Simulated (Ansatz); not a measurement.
# C₄H₆F₂Si: small, medium and large basis sets

An exercise on one series of results from a longer session: the logs are not shown, and one member is left open.

The runs use Ansatz 0.2.0, Gaussian basis; one geometry, several basis sets.

The runs, in order: PBE0-D4/def2-SVP; ωB97M-V/def2-SVP; PBE0-D4/def2-QZVPP; ωB97M-V/def2-QZVPP; the functionals' def2-TZVPP values are taken from earlier runs.

### The relaxed structure

The geometry comes from an earlier relaxation with PBE0-D4 in a triple-zeta def2 set; it is a stationary point, not always the lowest conformer.

SMILES `C=C[Si](F)(F)C=C`, 13 atoms, charge 0, spin multiplicity 1.

Atoms are counted from 1 here; the program's logs count them from 0.

Bond lengths: C1–C2 1.331 Å, C1–H8 1.086 Å, C1–H9 1.086 Å, C2–Si3 1.841 Å, C2–H10 1.089 Å, Si3–F4 1.593 Å, Si3–F5 1.593 Å, Si3–C6 1.841 Å, C6–C7 1.331 Å, C6–H11 1.089 Å, C7–H12 1.086 Å, C7–H13 1.086 Å. Angles: C2–C1–H8 121.6°, C2–C1–H9 122.1°, H8–C1–H9 116.3°, C1–C2–Si3 122.7°, C1–C2–H10 118.6°, Si3–C2–H10 118.8°, C2–Si3–F4 107.5°, C2–Si3–F5 109.8°, C2–Si3–C6 114.9°, F4–Si3–F5 107.1°, F4–Si3–C6 109.8°, F5–Si3–C6 107.5°, Si3–C6–C7 122.7°, Si3–C6–H11 118.8°, C7–C6–H11 118.6°, C6–C7–H12 121.6°, C6–C7–H13 122.1°, H12–C7–H13 116.3°.

Set-up of the first run:

Input file in.yaml:

```yaml
crystal:
  periodic: [false, false, false]
  atoms:
    - {symbol: C, position_ang: [-0.318370, -2.570346, 0.530646]}
    - {symbol: C, position_ang: [0.279321, -1.555701, -0.089629]}
    - {symbol: Si, position_ang: [-0.559813, 0.053449, -0.397181]}
    - {symbol: F, position_ang: [-2.073734, -0.098774, 0.074544]}
    - {symbol: F, position_ang: [-0.584087, 0.359425, -1.960330]}
    - {symbol: C, position_ang: [0.210807, 1.501741, 0.437512]}
    - {symbol: C, position_ang: [0.734478, 2.523685, -0.235452]}
    - {symbol: H, position_ang: [-1.347377, -2.502191, 0.870799]}
    - {symbol: H, position_ang: [0.190214, -3.511078, 0.721589]}
    - {symbol: H, position_ang: [1.313462, -1.676740, -0.407868]}
    - {symbol: H, position_ang: [0.260609, 1.514597, 1.525042]}
    - {symbol: H, position_ang: [0.713830, 2.560337, -1.320547]}
    - {symbol: H, position_ang: [1.201160, 3.366996, 0.265673]}
basis:
  gaussian: {orbitals: def2-SVP}
hamiltonian: {xc: pbe0, dispersion: d4}
output: {orbitals: {seedname: orbitals}}
```

On the command line:

```
$ ansatz run in.yaml --threads 4 --pin off --events-out ev --progress --plain --max-ram 11315MiB
```

Among the steps run: PBE0-D4 in def2-SVP; ωB97M-V in def2-SVP; PBE0-D4 in def2-QZVPP; ωB97M-V in def2-QZVPP.

One table of the session follows, with a row left open; its other results are not shown here.

It belongs to the step «Density functionals: the series». 

```
functional       basis  HOMO (eV)
   PBE0-D4    def2-SVP      -8.21
   PBE0-D4  def2-TZVPP      -8.26
   PBE0-D4  def2-QZVPP      -8.27
   ωB97M-V    def2-SVP     -10.44
   ωB97M-V  def2-TZVPP     -10.49
   ωB97M-V  def2-QZVPP          ?
```

Estimate the missing values for ωB97M-V, def2-QZVPP.

As computed: HOMO (eV): -10.51. In the column «HOMO (eV)» it is the lowest.
